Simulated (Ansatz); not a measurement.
# ClFH12O4Si4: the cost of one run

The runs use Ansatz 0.2.0, Gaussian basis; CAM-B3LYP-D4/def2-SVP.

### 1 Where the work starts

The start, a known saddle point with all atoms moved at random by about 0.06 Å a coordinate: 22 atoms, charge 0, spin multiplicity 1.

Atoms are counted from 1 here; the program's logs count them from 0.

Bond lengths: Si1–O2 1.796 Å, Si1–O4 1.619 Å, Si1–O6 1.632 Å, Si1–Cl8 2.102 Å, O2–Si3 1.645 Å, Si3–H13 1.409 Å, Si3–H14 1.538 Å, Si3–H15 1.404 Å, O4–Si5 1.636 Å, Si5–H16 1.496 Å, Si5–H17 1.560 Å, Si5–H18 1.458 Å, O6–Si7 1.577 Å, Si7–H19 1.463 Å, Si7–H20 1.520 Å, Si7–H21 1.468 Å, H9–O12 0.810 Å, H11–O12 0.964 Å and more. Angles: O2–Si1–O4 125.4°, O2–Si1–O6 88.9°, O2–Si1–Cl8 112.5°, O4–Si1–O6 97.1°, O4–Si1–Cl8 120.3°, O6–Si1–Cl8 97.6°, Si1–O2–Si3 120.8°, O2–Si3–H13 110.0°, O2–Si3–H14 96.4°, O2–Si3–H15 110.0°, H13–Si3–H14 105.8°, H13–Si3–H15 120.3°, H14–Si3–H15 111.7°, Si1–O4–Si5 139.5°, O4–Si5–H16 110.0°, O4–Si5–H17 104.5°, O4–Si5–H18 112.7°, H16–Si5–H17 105.4° and more.

Coordinates:

```xyz
22
ClFH12O4Si4
Si    0.2111   -0.1169    0.5811
O    -1.4471   -0.3177   -0.0784
Si   -2.3924    0.9920   -0.3912
O     1.5713   -0.0836   -0.2974
Si    2.6331   -1.1204   -0.9866
O    -0.0376    1.4951    0.6295
Si    0.8865    2.7716    0.5822
Cl    0.2973   -0.4456    2.6551
H    -0.9267   -2.7611    0.1226
F     0.2954   -2.0302    0.3569
H    -1.7623   -1.7506   -0.1974
O    -1.7073   -2.7060   -0.0854
H    -1.8287    1.7548   -1.4336
H    -3.5578    0.2136   -1.0237
H    -2.7719    1.6076    0.8117
H     3.2783   -1.9665    0.0655
H     3.7698   -0.2054   -1.5375
H     2.0314   -1.9165   -2.0492
H     1.4488    2.9705   -0.7536
H     2.1116    2.5125    1.4435
H     0.1648    3.9839    0.9883
H    -2.3975   -3.0549    0.6043
```

### 2 The search

run/in.yaml reads:

```yaml
crystal:
  periodic: [false, false, false]
  atoms:
    - {symbol: Si, position_ang: [0.211139, -0.116898, 0.581087]}
    - {symbol: O, position_ang: [-1.447107, -0.317714, -0.078433]}
    - {symbol: Si, position_ang: [-2.392402, 0.991972, -0.391174]}
    - {symbol: O, position_ang: [1.571251, -0.083632, -0.297351]}
    - {symbol: Si, position_ang: [2.633102, -1.120377, -0.986569]}
    - {symbol: O, position_ang: [-0.037605, 1.495133, 0.629454]}
    - {symbol: Si, position_ang: [0.886465, 2.771562, 0.582238]}
    - {symbol: Cl, position_ang: [0.297252, -0.445570, 2.655098]}
    - {symbol: H, position_ang: [-0.926656, -2.761109, 0.122627]}
    - {symbol: F, position_ang: [0.295356, -2.030179, 0.356939]}
    - {symbol: H, position_ang: [-1.762301, -1.750596, -0.197379]}
    - {symbol: O, position_ang: [-1.707305, -2.706049, -0.085423]}
    - {symbol: H, position_ang: [-1.828715, 1.754789, -1.433632]}
    - {symbol: H, position_ang: [-3.557788, 0.213559, -1.023678]}
    - {symbol: H, position_ang: [-2.771903, 1.607559, 0.811690]}
    - {symbol: H, position_ang: [3.278326, -1.966520, 0.065484]}
    - {symbol: H, position_ang: [3.769764, -0.205419, -1.537514]}
    - {symbol: H, position_ang: [2.031382, -1.916495, -2.049248]}
    - {symbol: H, position_ang: [1.448823, 2.970467, -0.753612]}
    - {symbol: H, position_ang: [2.111631, 2.512485, 1.443524]}
    - {symbol: H, position_ang: [0.164803, 3.983895, 0.988337]}
    - {symbol: H, position_ang: [-2.397519, -3.054889, 0.604260]}
basis:
  gaussian: {orbitals: def2-SVP}
hamiltonian: {xc: {name: CAM-B3LYP}, dispersion: d4}
saddle:
  f_tol: 0.05
  max_steps: 40
  mode_guess:
    - [0.0841, -0.1883, -0.0085]
    - [-0.1577, -0.1683, -0.0304]
    - [-0.0102, 0.0100, 0.0062]
    - [0.0481, 0.0840, -0.0539]
    - [0.0155, 0.0108, 0.0001]
    - [-0.0795, -0.1171, -0.0912]
    - [-0.0359, -0.0861, 0.0134]
    - [0.0124, 0.0674, 0.0534]
    - [-0.4977, -0.2285, -0.0030]
    - [0.0740, 0.3309, 0.1097]
    - [0.2176, 0.5112, -0.0333]
    - [0.1774, -0.0917, 0.0054]
    - [0.0009, -0.0355, -0.0299]
    - [-0.0305, 0.0126, 0.0356]
    - [0.0362, 0.0204, 0.0107]
    - [0.1075, 0.0773, 0.0186]
    - [-0.0126, -0.0191, -0.1080]
    - [0.0126, -0.0924, 0.0671]
    - [-0.0074, 0.0270, 0.0313]
    - [-0.0317, -0.0669, 0.0154]
    - [0.0071, -0.0455, 0.0446]
    - [0.0697, -0.0124, -0.0531]
```

Command:

```sh
$ ansatz run in.yaml --threads 11 --pin off --events-out ev --progress --plain --max-ram 166912MiB --backend cuda --devices 0, --max-vram 75GiB
```

**Question.** How long does this run take on 1 × NVIDIA H100 with 11 threads of AMD EPYC 7R13, shared host?

About 3.1 min.
